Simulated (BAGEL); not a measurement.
# One shape, several levels: CaF (SMILES [F][Ca])

We compute a comparison of 5 runs (UHF/STO-3G, UHF/3-21G, UHF/6-31G, UHF/def2-SVP, UHF/def2-TZVP) of CaF. 

Program for the calculation: BAGEL 1.2.2.

3 further runs of the same task are left out: 1 that didn't finish, 2 set aside as unsound or not needed.

## Step 1: The molecule

CaF has 2 atoms, charge 0, and is taken as a doublet. SMILES: `[F][Ca]`. Geometry: a GFN2-xTB relaxation, a rough one for these elements and not checked as a minimum.

Bond lengths: F1–Ca2 1.853 Å.

## Step 2: A single-point energy at UHF/STO-3G (density fitting with qzvpp-jkfit) (run 1)

hf.json reads:

```json
{ "bagel": [

{
  "title": "molecule",
  "basis": "sto-3g",
  "df_basis": "qzvpp-jkfit",
  "angstrom": true,
  "geometry": [
    { "atom": "F", "xyz": [    0.000000,    0.000000,    0.000000 ] },
    { "atom": "Ca", "xyz": [    0.000000,    0.000000,    1.852950 ] }
  ]
},
{ "title": "uhf", "nopen": 1 },
{ "title": "print", "file": "orbitals.molden", "orbitals": true }

]}
```

Started as:

```bash
$ BAGEL_NUM_THREADS=1 BAGEL hf.json > hf.out
```

Output:

```text
* using 1 threads per process

  ===============================================================
  ===============================================================

  *** Geometry ***

  { "atom" : "F", "xyz" : [      0.000000,      0.000000,      0.000000 ] },
  { "atom" : "Ca", "xyz" : [      0.000000,      0.000000,      3.501568 ] },

  Number of auxiliary basis functions:      237

  Since a DF basis is specified, we compute 2- and 3-index integrals:
    o Being stored without compression. Storage requirement is 0.001 GB

  Number of basis functions:       18
  Number of electrons      :       29

    * METHOD: MOLECULE                             0.04

  *** Open-shell HF ***

  === Nuclear Repulsion ===
    51.4055413911

      * DIIS with orbital gradients will be used.

  === UHF iteration (sto-3g) ===
      0       -767.81428020          0.03438228           0.00
      1       -767.86897135          0.03523615           0.00
      2       -767.89762562          0.01339741           0.00
      3       -767.90505502          0.00116371           0.00
      4       -767.90538944          0.00023741           0.00
      5       -767.90540441          0.00006591           0.00
      6       -767.90540861          0.00006670           0.00
      7       -767.90541000          0.00006421           0.00
      8       -767.90541693          0.00001389           0.00
      9       -767.90541748          0.00001170           0.00
     10       -767.90541751          0.00000550           0.00
     11       -767.90541752          0.00000057           0.00
     12       -767.90541752          0.00000007           0.00
     13       -767.90541752          0.00000001           0.00
     14       -767.90541752          0.00000000           0.00
    * SCF iteration converged.

    * S^2 (UHF) is 0.7624

    * Permanent dipole moment:
           (   -0.000000,    -0.000000,    -0.789479) a.u.

    * METHOD: UHF                                  0.10

    * METHOD: PRINT                                0.00

  ===============================================================
```

It took 0.28 s on 1 thread of Arm Neoverse V1, shared host.

## Step 3: A single-point energy at UHF/3-21G (density fitting with qzvpp-jkfit) (run 2)

calc.json reads:

```json
{ "bagel" : [

{
  "title" : "molecule",
  "basis" : "3-21g",
  "df_basis" : "qzvpp-jkfit",
  "angstrom" : "true",
  "geometry" : [
    { "atom" : "F", "xyz" : [    0.000000,    0.000000,    0.000000 ] },
    { "atom" : "Ca", "xyz" : [    0.000000,    0.000000,    1.852950 ] }
  ]
},
{
  "title" : "uhf",
  "nopen" : 1
},
{
  "title" : "print",
  "file" : "orbitals.molden",
  "orbitals" : "true"
}

]}
```

Started as:

```bash
$ BAGEL_NUM_THREADS=1 BAGEL calc.json > calc.out
```

Output:

```text
* using 1 threads per process

  ===============================================================
  ===============================================================

  *** Geometry ***

  { "atom" : "F", "xyz" : [      0.000000,      0.000000,      0.000000 ] },
  { "atom" : "Ca", "xyz" : [      0.000000,      0.000000,      3.501568 ] },

  Number of auxiliary basis functions:      237

  Since a DF basis is specified, we compute 2- and 3-index integrals:
    o Being stored without compression. Storage requirement is 0.001 GB

  Number of basis functions:       26
  Number of electrons      :       29

    * METHOD: MOLECULE                             0.04

  *** Open-shell HF ***

  === Nuclear Repulsion ===
    51.4055413911

      * DIIS with orbital gradients will be used.

  === UHF iteration (3-21g) ===
      0       -772.18374859          0.08552802           0.01
      1       -772.27448247          0.05303147           0.01
      2       -772.30294239          0.02909990           0.01
      3       -772.31427389          0.00157944           0.01
      4       -772.31465798          0.00038651           0.01
      5       -772.31468714          0.00002407           0.01
      6       -772.31468758          0.00000716           0.01
      7       -772.31468765          0.00000193           0.01
      8       -772.31468765          0.00000020           0.01
      9       -772.31468765          0.00000007           0.01
     10       -772.31468765          0.00000002           0.01
     11       -772.31468765          0.00000001           0.01
     12       -772.31468765          0.00000000           0.01
    * SCF iteration converged.

    * S^2 (UHF) is 0.7509

    * Permanent dipole moment:
           (    0.000000,    -0.000000,    -1.117239) a.u.

    * METHOD: UHF                                  0.11

    * METHOD: PRINT                                0.00

  ===============================================================
```

It took 0.3 s on 1 thread of Arm Neoverse V1, shared host.

Run 3 isn't shown in full; the table further down has it.

## Step 4: The energy at UHF/def2-SVP (density fitting with qzvpp-jkfit) (run 4)

calc.json reads:

```json
{ "bagel": [

{
  "title": "molecule",
  "basis": "svp",
  "df_basis": "qzvpp-jkfit",
  "angstrom": true,
  "geometry": [
    { "atom": "F", "xyz": [       0.000000,       0.000000,       0.000000 ] },
    { "atom": "Ca", "xyz": [       0.000000,       0.000000,       1.852950 ] }
  ]
},

{
  "title": "uhf",
  "nopen": 1
},

{
  "title": "print",
  "file": "orbitals.molden",
  "orbitals": true
}

]}
```

Started as:

```bash
$ BAGEL_NUM_THREADS=1 BAGEL calc.json > calc.out
```

Output:

```text
* using 1 threads per process

  ===============================================================
  ===============================================================

  *** Geometry ***

  { "atom" : "F", "xyz" : [      0.000000,      0.000000,      0.000000 ] },
  { "atom" : "Ca", "xyz" : [      0.000000,      0.000000,      3.501568 ] },

  Number of auxiliary basis functions:      237

  Since a DF basis is specified, we compute 2- and 3-index integrals:
    o Being stored without compression. Storage requirement is 0.003 GB

  Number of basis functions:       38
  Number of electrons      :       29

    * METHOD: MOLECULE                             0.05

  *** Open-shell HF ***

  === Nuclear Repulsion ===
    51.4055413911

      * DIIS with orbital gradients will be used.

  === UHF iteration (svp) ===
      0       -775.90517035          0.06852221           0.01
      1       -775.99083065          0.05766132           0.01
      2       -776.04320028          0.03740975           0.01
      3       -776.08742431          0.00085684           0.01
      4       -776.08774590          0.00041325           0.01
      5       -776.08785139          0.00020435           0.01
      6       -776.08789204          0.00008299           0.01
      7       -776.08789832          0.00001571           0.01
      8       -776.08789843          0.00000346           0.01
      9       -776.08789844          0.00000163           0.01
     10       -776.08789844          0.00000053           0.01
     11       -776.08789844          0.00000011           0.01
     12       -776.08789844          0.00000005           0.01
     13       -776.08789844          0.00000003           0.01
     14       -776.08789844          0.00000001           0.01
    * SCF iteration converged.

    * S^2 (UHF) is 0.7503

    * Permanent dipole moment:
           (    0.000000,    -0.000000,    -1.242187) a.u.

    * METHOD: UHF                                  0.23

    * METHOD: PRINT                                0.00

  ===============================================================
```

Run time: 0.42 s. Hardware: 1 thread of Arm Neoverse V1, shared host.

## Step 5: A single-point energy at UHF/def2-TZVP (density fitting with qzvpp-jkfit) (run 5)

hf.json reads:

```json
{ "bagel": [

{
  "title": "molecule",
  "basis": "def2-tzvp.json",
  "df_basis": "qzvpp-jkfit",
  "geometry": [
    { "atom": "F", "xyz": [  0.00000000,  0.00000000,  0.00000000 ] },
    { "atom": "Ca", "xyz": [  0.00000000,  0.00000000,  3.50156802 ] }
  ]
},
{ "title": "uhf", "nopen": 1 },
{ "title": "print", "file": "orbitals.molden", "orbitals": true }

]}
```

The basis set def2-TZVP is read from a file made from the Basis Set Exchange's data (not shown).

Started as:

```bash
$ BAGEL_NUM_THREADS=1 BAGEL hf.json > hf.out
```

Output:

```text
* using 1 threads per process

  ===============================================================
  ===============================================================

  *** Geometry ***

  { "atom" : "F", "xyz" : [      0.000000,      0.000000,      0.000000 ] },
  { "atom" : "Ca", "xyz" : [      0.000000,      0.000000,      3.501568 ] },

  Number of auxiliary basis functions:      237

  Since a DF basis is specified, we compute 2- and 3-index integrals:
    o Being stored without compression. Storage requirement is 0.009 GB

  Number of basis functions:       67
  Number of electrons      :       29

    * METHOD: MOLECULE                             0.06

  *** Open-shell HF ***

  === Nuclear Repulsion ===
    51.4055414523

      * DIIS with orbital gradients will be used.

  === UHF iteration (def2-tzvp.json) ===
      0       -776.06590803          0.06559156           0.02
      1       -776.15034479          0.05910059           0.03
      2       -776.22302034          0.04128182           0.03
      3       -776.29915502          0.00097091           0.02
      4       -776.29972169          0.00044733           0.03
      5       -776.29990071          0.00021258           0.02
      6       -776.29998081          0.00009756           0.03
      7       -776.29999792          0.00002683           0.03
      8       -776.29999919          0.00000859           0.03
      9       -776.29999923          0.00000333           0.03
     10       -776.29999924          0.00000097           0.03
     11       -776.29999924          0.00000022           0.03
     12       -776.29999924          0.00000010           0.03
     13       -776.29999924          0.00000004           0.03
     14       -776.29999924          0.00000002           0.03
     15       -776.29999924          0.00000001           0.03
    * SCF iteration converged.

    * S^2 (UHF) is 0.7503

    * Permanent dipole moment:
           (    0.000000,    -0.000000,    -0.868859) a.u.

    * METHOD: UHF                                  0.48

    * METHOD: PRINT                                0.01

  ===============================================================
```

It took 0.68 s on 1 thread of Arm Neoverse V1, shared host.

## Step 6: All runs side by side

| run | level | integral approximation | energy (Eh) | dipole moment (D) | ⟨S²⟩ | wall time |
| --- | --- | --- | --- | --- | --- | --- |
| 1 | UHF/STO-3G (density fitting with qzvpp-jkfit) | qzvpp-jkfit | -767.905418 | 2.01 | 0.762 | 0.28 s |
| 2 | UHF/3-21G (density fitting with qzvpp-jkfit) | qzvpp-jkfit | -772.314688 | 2.84 | 0.751 | 0.3 s |
| 3 | UHF/6-31G (density fitting with svp-jkfit) | svp-jkfit | -776.203308 | 2.16 | 0.750 | 0.4 s |
| 4 | UHF/def2-SVP (density fitting with qzvpp-jkfit) | qzvpp-jkfit | -776.087898 | 3.16 | 0.750 | 0.42 s |
| 5 | UHF/def2-TZVP (density fitting with qzvpp-jkfit) | qzvpp-jkfit | -776.299999 | 2.21 | 0.750 | 0.68 s |

## Step 7: Outcome

| quantity | value |
| --- | --- |
| run 5: total energy | -776.30000 Eh |
| run 5: dipole moment | 2.21 D |
| run 5: ⟨S²⟩ | 0.750 |

In words: The dipole moment (its size) runs from 2.01 D (UHF/STO-3G) to 3.16 D (UHF/def2-SVP). In run 1 the basis is minimal, so the values are rough. All runs together took 2.1 s, the longest 0.68 s.
